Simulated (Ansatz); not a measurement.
# CHGa (quintet): wave-function methods side by side, cc-pVTZ

One table from this session's results is given with a row withheld; the runs are named, their logs left out.

The runs use Ansatz 0.2.0, Gaussian basis; cc-pVTZ, core rule «outside noble gas», up to 15 orbitals frozen.

To be run: UHF; CCSD(T) on ROHF; CCSD(T) on UHF; BCCD(T) on ROHF; CCSDT(Q) on ROHF; CCSDT(Q) on UHF; CASSCF and MRCISD+Q, 8 electrons in 9 orbitals; CASSCF and MRCISD+Q(relaxed), 8 electrons in 9 orbitals; CASSCF and NEVPT2, 8 electrons in 9 orbitals.

7 further runs of the same task are left out: 4 for a known fault of the program, 3 set aside as unsound or not needed.

## The system

The geometry is a PBE0/def2-TZVP stationary point (not a proven minimum) of the parent state, kept for this charge and spin. No spin-orbit coupling is included. The filled d shell of Ga may be among the frozen orbitals whatever the setting's name suggests; the logs give the count.

3 atoms, charge 0, spin multiplicity 5.

Atoms are counted from 1 here; the program's logs count them from 0.

Bond lengths: C1–Ga2 1.902 Å, Ga2–H3 1.572 Å. Angles: C1–Ga2–H3 180.0°.

Coordinates:

```tsv
atom	x (Å)	y (Å)	z (Å)
C1	0.0000	0.0000	1.7918
Ga2	0.0000	0.0000	-0.1098
H3	0.0000	0.0000	-1.6820
```

Set-up of the first run:

in.yaml

```yaml
crystal:
  periodic: [false, false, false]
  atoms:
    - {symbol: C, position_ang: [0.000000, 0.000000, 1.791800]}
    - {symbol: Ga, position_ang: [0.000000, 0.000000, -0.109800]}
    - {symbol: H, position_ang: [0.000000, 0.000000, -1.682000]}
basis:
  gaussian: {orbitals: cc-pVTZ}
magnetization: {spin_polarized: true, initial_magnetization: 4}
hamiltonian: {xc: hf}
output: {orbitals: {seedname: orbitals}}
```

On the command line:

```bash
$ ansatz run in.yaml --threads 1 --pin off --events-out ev --progress --plain --max-ram 2816MiB --backend cpu
```

Among the steps run: UHF; CCSD(T) on ROHF; CCSD(T) on UHF; BCCD(T) on ROHF; CCSDT(Q) on ROHF; CCSDT(Q) on UHF; CASSCF and MRCISD+Q, 8 electrons in 9 orbitals; CASSCF and MRCISD+Q(relaxed), 8 electrons in 9 orbitals; CASSCF and NEVPT2, 8 electrons in 9 orbitals.

One table of the session follows, with a row left open; its other results are not shown here.

```
                   method  from UCCSDT(Q) (meV)
                     ROHF               +4524.9
                      UHF               +4401.4
                     RMP2                +938.3
                     UMP2                +952.6
                    RCCSD                +202.4
                    UCCSD                +190.0
                 RCCSD(T)                 +50.2
                 UCCSD(T)                 +39.6
                  BCCD(T)                 +48.5
                   RCCSDT                 +18.0
                   UCCSDT                  +6.6
                RCCSDT(Q)                 +11.6
                UCCSDT(Q)                     0
           CASSCF valence                     ?
           NEVPT2 valence                +759.1
           MRCISD valence                +224.4
         MRCISD+Q valence                 +49.4
MRCISD+Q(relaxed) valence                  -4.3
```

Estimate the missing values for CASSCF valence.

As computed: from UCCSDT(Q) (meV): +3232.0. In the column «from UCCSDT(Q) (meV)» it lies between UMP2 (+952.6) and UHF (+4401.4).

Some runs used a GPU and others CPU threads alone; cost is compared among the CPU runs only.

Among the levels timed on like hardware, those that no quicker one beats, quickest first: NEVPT2 valence (13 s, +759.1 meV); UCCSD(T) (15 s, +39.6 meV).

Caveats from the session: Of the multireference levels listed MRCISD+Q(relaxed) valence comes nearest in total energy (-4.3 meV), which doesn't show that its space is the better one. Restricted and unrestricted rows rest on different reference determinants; where their highest levels disagree by more than a few hundredths of an eV, they describe different states and don't form one ladder.
